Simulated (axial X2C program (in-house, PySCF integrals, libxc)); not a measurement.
**AgAs: properties at the nuclei**

Wanted for AgAs: properties at the nuclei, at the two-component level.

Method: two-component X2C with atomic mean-field terms, Ag dyall-cv3z, As dyall-cv3z; program: an in-house X2C program for linear molecules on PySCF integrals.

All values are calculated.

### 1 Input

Input file task.json:

```json
{"zs": [47, 33], "q": 0, "bas": ["dyall-cv3z", "dyall-cv3z"], "r0": 2.49, "levels": ["PBE0", "HF", "PBE50", "BHandHLYP", "r2SCAN"], "nst": 3}
```

Keys: zs atomic numbers; q charge; bas basis sets; r0 starting distance in Å; levels methods (HF also brings MP2); nst determinants followed.

Launch:

```bash
python soeom.py task.json out
```

Nuclei are Gaussian, cores are contracted, and the Gaunt term is on.

### 2 Expectation values, lowest determinant

R = 2.445 Å. State: Ω = 1 (excess of +ω over −ω: ω = -1/2, ω = 3/2).

Output of the PBE0 run:

```text
two-component X2C + atomic mean field  PBE0
basis functions 253  fitting functions 1248  grid points 5806
iter        total energy     max residual
   1      -7571.038088632     1.37e+01
   2      -7572.596285611     1.33e+00
   3      -7572.722395679     5.21e-01
   4      -7572.738766394     2.71e-01
   5      -7572.745220342     9.49e-02
   6      -7572.746542925     1.29e-02
   7      -7572.746959554     3.31e-02
   8      -7572.747052091     5.64e-03
   9      -7572.747056863     4.67e-04
  10      -7572.747057740     7.51e-04
  11      -7572.747057887     2.00e-04
  12      -7572.747057904     7.46e-05
  13      -7572.747057910     7.34e-05
  14      -7572.747057912     2.68e-05
  15      -7572.747057913     1.59e-05
  16      -7572.747057913     9.32e-06
converged
one-electron -11139.02573749  Coulomb 3468.60019830  exact exchange -57.65172437  xc functional -176.72499021  nuclear repulsion 335.68664791  atomic mean-field constant -3.63145205
```

The highest occupied spinor is 55% As p, 37% Ag s, 4% Ag d.

| level | Eeff magnitude (GV/cm) | Ws magnitude Ag (kHz) | A∥/gI Ag (MHz) | qzz Ag (a.u.) | A∥/gI As (MHz) | qzz As (a.u.) | μ (D) |
| --- | --- | --- | --- | --- | --- | --- | --- |
| PBE0 | 0.18 | 0.0293 | -610 | -0.04 | -475 | -1.48 | -2.68 |
| HF | 0.862 | 0.357 | -844 | -1.21 | -390 | -2.32 | -4.50 |
| PBE50 | 0.176 | 0.124 | -640 | -0.53 | -444 | -1.86 | -3.46 |
| BHandHLYP | 0.0318 | 0.0729 | -551 | -0.37 | -382 | -1.65 | -3.09 |
| r2SCAN | 0.18 | 0.0782 | -543 | 0.11 | -507 | -1.39 | -2.48 |

Eeff is the effective electric field on the electron dipole moment in this Ω state and Ws the scalar–pseudoscalar constant (defined with the proton number Z and per Ω); A∥ is the parallel hyperfine constant, which follows by multiplying with the nuclear g factor gI = μI/(I μN); qzz is the electric field gradient, eQq0 = 234.96 MHz × Q/barn × qzz; μ is positive if As is the positive end. The operators were transformed with the bare-nucleus X2C matrices.

### 3 Expectation values, a higher determinant

R = 2.445 Å. State: Ω = 0 (closed shell), 0.75 eV above the lowest in the PBE0 search for states (made at or near this distance, with looser thresholds).

Output of the PBE0 run:

```text
two-component X2C + atomic mean field  PBE0
basis functions 253  fitting functions 1248  grid points 5806
iter        total energy     max residual
   1      -7571.013222991     1.30e+01
   2      -7572.574395006     1.13e+00
   3      -7572.694569516     3.45e-01
   4      -7572.710434446     2.36e-01
   5      -7572.717641764     6.73e-02
   6      -7572.719092581     1.47e-02
   7      -7572.719662555     2.37e-02
   8      -7572.719756906     4.34e-03
   9      -7572.719762473     2.67e-04
  10      -7572.719763224     6.06e-04
  11      -7572.719763395     1.29e-04
  12      -7572.719763408     5.67e-05
  13      -7572.719763413     2.87e-05
  14      -7572.719763414     1.17e-05
  15      -7572.719763414     3.00e-06
converged
one-electron -11138.73764094  Coulomb 3468.29073689  exact exchange -57.63617925  xc functional -176.69187596  nuclear repulsion 335.68664791  atomic mean-field constant -3.63145205
```

The highest occupied spinor is 86% As p, 7% Ag p, 5% Ag d.

| level | qzz Ag (a.u.) | qzz As (a.u.) | μ (D) |
| --- | --- | --- | --- |
| PBE0 | 0.05 | -1.64 | -2.77 |
| HF | -1.23 | -2.86 | -4.73 |
| PBE50 | -0.48 | -2.11 | -3.56 |
| BHandHLYP | -0.32 | -1.94 | -3.18 |
| r2SCAN | 0.29 | -1.43 | -2.55 |

### 4 Expectation values, a higher determinant

R = 2.445 Å. State: Ω = 2 (excess of +ω over −ω: ω = 1/2, ω = 3/2), 0.92 eV above the lowest in the PBE0 search for states (made at or near this distance, with looser thresholds).

Output of the PBE0 run:

```text
two-component X2C + atomic mean field  PBE0
basis functions 253  fitting functions 1248  grid points 5806
iter        total energy     max residual
   1      -7571.008311017     1.30e+01
   2      -7572.569909854     1.12e+00
   3      -7572.688821231     3.47e-01
   4      -7572.704498006     2.33e-01
   5      -7572.711495486     6.78e-02
   6      -7572.712901479     1.49e-02
   7      -7572.713447935     2.37e-02
   8      -7572.713539852     4.37e-03
   9      -7572.713545313     2.68e-04
  10      -7572.713546106     6.22e-04
  11      -7572.713546298     1.31e-04
  12      -7572.713546333     8.70e-05
  13      -7572.713546367     1.28e-04
  14      -7572.713546394     6.17e-05
  15      -7572.713546403     1.08e-05
  16      -7572.713546407     2.18e-05
  17      -7572.713546407     1.33e-05
  18      -7572.713546407     2.90e-06
converged
one-electron -11138.63945629  Coulomb 3468.19726862  exact exchange -57.63597992  xc functional -176.69057468  nuclear repulsion 335.68664791  atomic mean-field constant -3.63145205
```

The highest occupied spinor is 86% As p, 7% Ag p, 5% Ag d.

| level | Eeff magnitude (GV/cm) | Ws magnitude Ag (kHz) | A∥/gI Ag (MHz) | qzz Ag (a.u.) | A∥/gI As (MHz) | qzz As (a.u.) | μ (D) |
| --- | --- | --- | --- | --- | --- | --- | --- |
| PBE0 | 0.192 | 0.141 | 73 | 0.04 | 692 | -1.83 | -2.82 |
| HF | 1.97 | 0.85 | 301 | -1.11 | 465 | -1.71 | -5.07 |
| PBE50 | 0.261 | 0.192 | 72.4 | -0.49 | 673 | -2.26 | -3.62 |
| BHandHLYP | 0.276 | 0.197 | 72.8 | -0.34 | 688 | -2.11 | -3.24 |
| r2SCAN | 0.133 | 0.1 | 84.2 | 0.27 | 687 | -1.62 | -2.59 |

### 5 Summary of results

| quantity | value |
| --- | --- |
| lowest determinant | Ω = 1 (excess of +ω over −ω: ω = -1/2, ω = 3/2) |
| Eeff magnitude (GV/cm), PBE0 | 0.18 |
| Ws magnitude Ag (kHz), PBE0 | 0.0293 |
| A∥/gI Ag (MHz), PBE0 | -610 |
| qzz Ag (a.u.), PBE0 | -0.04 |
| higher determinant | Ω = 0 (closed shell) |
| qzz Ag (a.u.), PBE0, higher determinant | 0.05 |
| qzz As (a.u.), PBE0, higher determinant | -1.64 |
| μ (D), PBE0, higher determinant | -2.77 |
| higher determinant | Ω = 2 (excess of +ω over −ω: ω = 1/2, ω = 3/2) |
| Eeff magnitude (GV/cm), PBE0, higher determinant | 0.192 |
| Ws magnitude Ag (kHz), PBE0, higher determinant | 0.141 |
| A∥/gI Ag (MHz), PBE0, higher determinant | 73 |
| qzz Ag (a.u.), PBE0, higher determinant | 0.04 |

**Reading.** In the first state, the effective field runs from 0.0318 to 0.862 GV/cm over the mean-field levels, so the levels don't agree on it. The expectation values come from single determinants, which for open shells can mix terms of unlike spin or miss the lowest Ω, so a determinant need not be a state. Eeff is the effective electric field on the electron dipole moment in this Ω state and Ws the scalar–pseudoscalar constant (defined with the proton number Z and per Ω); A∥ is the parallel hyperfine constant, which follows by multiplying with the nuclear g factor gI = μI/(I μN); qzz is the electric field gradient, eQq0 = 234.96 MHz × Q/barn × qzz; μ is positive if As is the positive end. The operators were transformed with the bare-nucleus X2C matrices.
